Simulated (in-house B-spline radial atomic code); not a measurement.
**Bi³⁸⁺: excited configurations**

Aim: the energies of several excited configurations of Bi³⁸⁺ above a reference configuration, each from its own self-consistent run.

The numbers are computed with in-house B-spline radial atomic code version 1 (Dirac-Hartree-Fock, average of configuration, Fermi nucleus, basis-set limit), except any that are marked as measured or tabulated.

### Step 1. The atom as given

| Quantity | Value |
| --- | --- |
| element | bismuth (Z = 83) |
| charge | +38 |
| electrons | 45 |
| configuration | [Kr] 4d9 |
| Hamiltonian | Dirac-Coulomb |
| nucleus | Fermi, rms radius 5.521 fm |

Outer shells as boxes (Hund's rule):

[Kr] 4d9
```
[Kr] core
4d [↑↓][↑↓][↑↓][↑↓][↑ ]
```

The boxes draw the filling by Hund's rule, which heavy ions in jj coupling don't follow; these runs average over all states of the configuration.

Input settings:

```ini
Z = 83
electrons = 45.0
configuration = [Kr] 4d9
hamiltonian = dirac
method = hf
spin_polarised = False
nucleus = fermi
rms_radius = 5.5211
mass_number = 209
atomic_mass = 208.980398599
speed_of_light = 137.035999084
```

The reference is known from an earlier run: -20726.749344 hartree in all. Up to eight levels, counted from the top:

```csv
orbital,occupation,energy (eV),<r> (bohr)
3p3/2,4,-4808.23,0.1761
3d3/2,4,-4321.71,0.1531
3d5/2,6,-4209.66,0.1578
4s1/2,2,-2391.76,0.3531
4p1/2,2,-2255.68,0.3505
4p3/2,4,-2096.35,0.3753
4d3/2,3.6,-1878.58,0.3663
4d5/2,5.4,-1846.17,0.3736
```

### Step 2. Configuration [Ar] 3d9 4s2 4p5 4d9 5s1 6d1

Input settings:

```ini
Z = 83
electrons = 45.0
configuration = [Ar] 3d9 4s2 4p5 4d9 5s1 6d1
hamiltonian = dirac
method = hf
spin_polarised = False
nucleus = fermi
rms_radius = 5.5211
mass_number = 209
atomic_mass = 208.980398599
speed_of_light = 137.035999084
```

How far above the reference does each configuration lie (order and size, in eV)?

The runs gave:

| net move | configuration | energy above the reference (eV) | with Breit, QED, recoil (eV) | largest <r> (bohr) |
| --- | --- | --- | --- | --- |
| 3d, 4p → 5s, 6d | [Ar] 3d9 4s2 4p5 4d9 5s1 6d1 | 4419.00 | 4413.52 | 1.06 |

The promotion costs 4419.00 eV. 1 of them lies more than 2 % above the ionisation threshold that Koopmans' theorem gives (1846.17 eV), where such states can decay by emitting an electron. Two partly filled shells share a symmetry and can mix in the average, which may lower the energy, for: 3d, 4p → 5s, 6d. These are averages over configurations, without correlation, not spectroscopic levels.
